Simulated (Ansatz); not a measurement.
**C₂H₆ClNSi: one species, many methods**

How much do the methods differ for C₂H₆ClNSi? The plan is to run it at one geometry with functionals of several rungs and with coupled cluster, and see how far each lands from CCSD(T) at the basis-set limit for the atomisation energy.

Program: Ansatz 0.2.0, Gaussian basis. Level of theory: functionals in def2-TZVPP, the program's frozen cores in correlated methods. These are calculated values, not measurements.

Plan: PBE-D4, r2SCAN-D4, PBE0-D4, B3LYP-D4, ωB97X-V, ωB97M-V, B2PLYP; CCSD(T)/def2-TZVPP; MP2/def2-QZVPP; extrapolation to the limit.

## 1. The relaxed structure

All runs share one geometry, relaxed beforehand with PBE0-D4 in a triple-zeta def2 set.

SMILES `C=N[SiH](C)Cl`, 11 atoms, charge 0, spin multiplicity 1.

Atoms are counted from 1 here; the program's logs count them from 0.

Bond lengths: C1–N2 1.256 Å, C1–H6 1.096 Å, C1–H7 1.100 Å, N2–Si3 1.727 Å, Si3–C4 1.851 Å, Si3–Cl5 2.075 Å, Si3–H8 1.480 Å, C4–H9 1.092 Å, C4–H10 1.093 Å, C4–H11 1.092 Å. Angles: N2–C1–H6 120.2°, N2–C1–H7 123.8°, H6–C1–H7 116.0°, C1–N2–Si3 127.7°, N2–Si3–C4 109.3°, N2–Si3–Cl5 111.7°, N2–Si3–H8 107.3°, C4–Si3–Cl5 108.9°, C4–Si3–H8 112.9°, Cl5–Si3–H8 106.7°, Si3–C4–H9 110.6°, Si3–C4–H10 109.9°, Si3–C4–H11 110.5°, H9–C4–H10 108.8°, H9–C4–H11 108.5°, H10–C4–H11 108.5°.

Coordinates:

```
atom    x (Å)    y (Å)    z (Å)
  C1  -1.0218   1.9469  -0.1838
  N2  -0.5297   0.9267  -0.7277
 Si3   0.7417  -0.0784  -0.1316
  C4   0.1172  -1.8107   0.0563
 Cl5   1.4469   0.5854   1.7034
  H6  -1.8350   2.4942  -0.6740
  H7  -0.6846   2.3475   0.7835
  H8   1.8687   0.0275  -1.0844
  H9   0.9173  -2.4730   0.3929
 H10  -0.2619  -2.1752  -0.9014
 H11  -0.6933  -1.8480   0.7873
```

## 2. PBE-D4 (GGA)

Contents of in.yaml:

```yaml
crystal:
  periodic: [false, false, false]
  atoms:
    - {symbol: C, position_ang: [-1.021779, 1.946881, -0.183763]}
    - {symbol: N, position_ang: [-0.529739, 0.926710, -0.727703]}
    - {symbol: Si, position_ang: [0.741724, -0.078434, -0.131582]}
    - {symbol: C, position_ang: [0.117154, -1.810681, 0.056298]}
    - {symbol: Cl, position_ang: [1.446896, 0.585431, 1.703437]}
    - {symbol: H, position_ang: [-1.834953, 2.494196, -0.673979]}
    - {symbol: H, position_ang: [-0.684648, 2.347539, 0.783479]}
    - {symbol: H, position_ang: [1.868720, 0.027480, -1.084399]}
    - {symbol: H, position_ang: [0.917311, -2.473007, 0.392888]}
    - {symbol: H, position_ang: [-0.261936, -2.175188, -0.901382]}
    - {symbol: H, position_ang: [-0.693349, -1.848028, 0.787306]}
basis:
  gaussian: {orbitals: def2-TZVPP}
hamiltonian: {xc: pbe, dispersion: d4}
output: {forces: true, orbitals: {seedname: orbitals}}
```

Command:

```console
$ ansatz run in.yaml --threads 4 --pin off --events-out ev --progress --plain --max-ram 10444MiB
```

The runs that follow: r2SCAN-D4 (meta-GGA); PBE0-D4 (hybrid); B3LYP-D4 (hybrid); ωB97X-V (range-separated); ωB97M-V (range-separated); B2PLYP (double hybrid); CCSD(T) in def2-TZVPP; MP2 in def2-QZVPP.

**Question.** What will the summary of the whole plan be? Wanted: atomisation energy, CCSD(T)/CBS; farthest; mean size of error, hybrid; mean size of error, range-separated; gap, smallest and largest; T1 diagnostic; triples share of the correlation energy.

The runs gave:

| quantity | value |
| --- | --- |
| atomisation energy, CCSD(T)/CBS | 42.675 eV |
| functionals within 0.213 eV (0.5 %) | r2SCAN-D4, PBE0-D4, B3LYP-D4, ωB97X-V |
| farthest | PBE-D4 (+0.801 eV) |
| mean size of error, hybrid | 0.084 eV |
| mean size of error, range-separated | 0.212 eV |
| gap, smallest and largest | 3.77 eV (PBE-D4), 11.04 eV (ωB97X-V) |
| T1 diagnostic | 0.0114 |
| triples share of the correlation energy | 4.1 % |

PBE-D4 is off by +0.801 eV. Double hybrids carry the basis error of their MP2 part in triple zeta, and no dispersion term here, so their miss is partly the set-up's. Misses under about 0.213 eV are within the doubt on the reference itself, which lacks core-valence correlation, relativity and higher excitations. Hartree-Fock recovers 73 % of the binding; the rest is correlation. Orbital gaps span 3.8 to 11.0 eV; exact exchange widens them.
